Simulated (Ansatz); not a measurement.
# AgCH₃ (singlet): from Hartree-Fock to the top rungs, def2-SVP

One table from this session's results is given with a row withheld; the runs are named, their logs left out.

Program: Ansatz 0.2.0, Gaussian basis. Level of theory: def2-SVP, core rule «outside noble gas», up to 5 orbitals frozen. These are calculated values, not measurements.

To be run: UHF; CCSD(T) on RHF; CISD; CCSDT(Q) on RHF; CASSCF and NEVPT2, 8 electrons in 8 orbitals.

11 further runs of the same task are left out: 4 that didn't finish, 7 set aside as unsound or not needed.

## The geometry

The geometry is a PBE0/def2-TZVP stationary point (not a proven minimum). No spin-orbit coupling is included. Elements past krypton take def2 core potentials.

5 atoms, charge 0, spin multiplicity 1.

Atoms are counted from 1 here; the program's logs count them from 0.

Bond lengths: Ag1–C2 2.086 Å, C2–H3 1.089 Å, C2–H4 1.089 Å, C2–H5 1.089 Å. Angles: Ag1–C2–H3 107.9°, Ag1–C2–H4 107.9°, Ag1–C2–H5 107.9°, H3–C2–H4 111.0°, H3–C2–H5 111.0°, H4–C2–H5 111.0°.

Coordinates:

```xyz
5

Ag   -0.2634    0.0019    0.0015
C     1.8227   -0.0133   -0.0102
H     2.1493   -1.0520   -0.0070
H     2.1657    0.5068    0.8827
H     2.1555    0.4980   -0.9121
```

The first run:

in.yaml

```yaml
crystal:
  periodic: [false, false, false]
  atoms:
    - {symbol: Ag, position_ang: [-0.263410, 0.001921, 0.001481]}
    - {symbol: C, position_ang: [1.822689, -0.013296, -0.010247]}
    - {symbol: H, position_ang: [2.149292, -1.051975, -0.007024]}
    - {symbol: H, position_ang: [2.165664, 0.506769, 0.882745]}
    - {symbol: H, position_ang: [2.155510, 0.498006, -0.912098]}
basis:
  gaussian: {orbitals: def2-SVP}
magnetization: {spin_polarized: true, initial_magnetization: 0}
hamiltonian: {xc: hf}
output: {orbitals: {seedname: orbitals}}
```

Started as:

```sh
ansatz run in.yaml --threads 1 --pin off --events-out ev --progress --plain --max-ram 2393MiB
```

Steps of the session up to this table: UHF; CCSD(T) on RHF; CISD; CCSDT(Q) on RHF; CASSCF and NEVPT2, 8 electrons in 8 orbitals.

One table of the session follows, with a row left open; its other results are not shown here.

| method | from RCCSDT(Q) (meV) |
| --- | --- |
| RHF | +11737.9 |
| RMP2 | +530.2 |
| CISD | +1449.3 |
| RCCSD | +364.8 |
| RCCSD(T) | ? |
| RCCSDT | +11.6 |
| RCCSDT(Q) | 0 |
| CASSCF frontier | +9297.2 |
| NEVPT2 frontier | +629.0 |

Estimate the missing values for RCCSD(T).

The run gave: from RCCSDT(Q) (meV): +10.7. In the column «from RCCSDT(Q) (meV)» it lies between RCCSDT(Q) (0) and RCCSDT (+11.6).

With the free atoms at the same levels and basis (separate runs), the atomisation energy is 14.470 eV at RCCSDT(Q), 14.461 eV at RCCSD(T), 10.856 eV at RHF.
